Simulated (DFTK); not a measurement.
The system is HPbNO4.

```
H Pb N O
1.0
     3.85724    0.00000    0.00000
     0.17568    4.33430    0.00000
     0.70265    0.81828    5.88638
H Pb N O
1 1 1 4
Direct
  0.61511 0.89559 0.19844
  0.64597 0.44651 0.91685
  0.71474 0.23810 0.50058
  0.16958 0.47007 0.77768
  0.62919 0.97045 0.49845
  0.56424 0.92583 0.03849
  0.78022 0.42250 0.31951
```

The cell was built by a generator and needn't be a form met in nature.

Base run:

| Property | Result |
| --- | --- |
| Program | DFTK 0.8.2 |
| Functional | PBEsol |
| Potentials or basis | SG15 1.2 (PBE) |
| Cutoff | 1225 eV |
| k mesh | 5 × 4 × 3 |
| Occupations | fermi-dirac, width 0.05 eV |
| Spin | no spin polarisation |

Its results: band gap on the k mesh 0.56 eV, indirect (least direct gap 0.94 eV); pressure -2.4 GPa; largest force 0.288 eV/Å.

Problem. The run is repeated on the same cell with these changes: functional from PBEsol to TASK; k mesh from 5 × 4 × 3 to 4 × 4 × 3. What comes out?

Solution. Band gap on the k mesh 0.41 eV, indirect (least direct gap 0.90 eV); pressure 3.7 GPa; largest force 1.265 eV/Å.

Several settings changed at once, so the effect can't be laid on one alone.

Caveats: the real-space grid adds noise to forces; the potentials were made for another functional, which shifts forces and pressure; spin-orbit coupling is left out, which as a rule narrows the gap of such compounds by several tenths of an eV; the mesh misses the band edges, which the band path finds closer together.
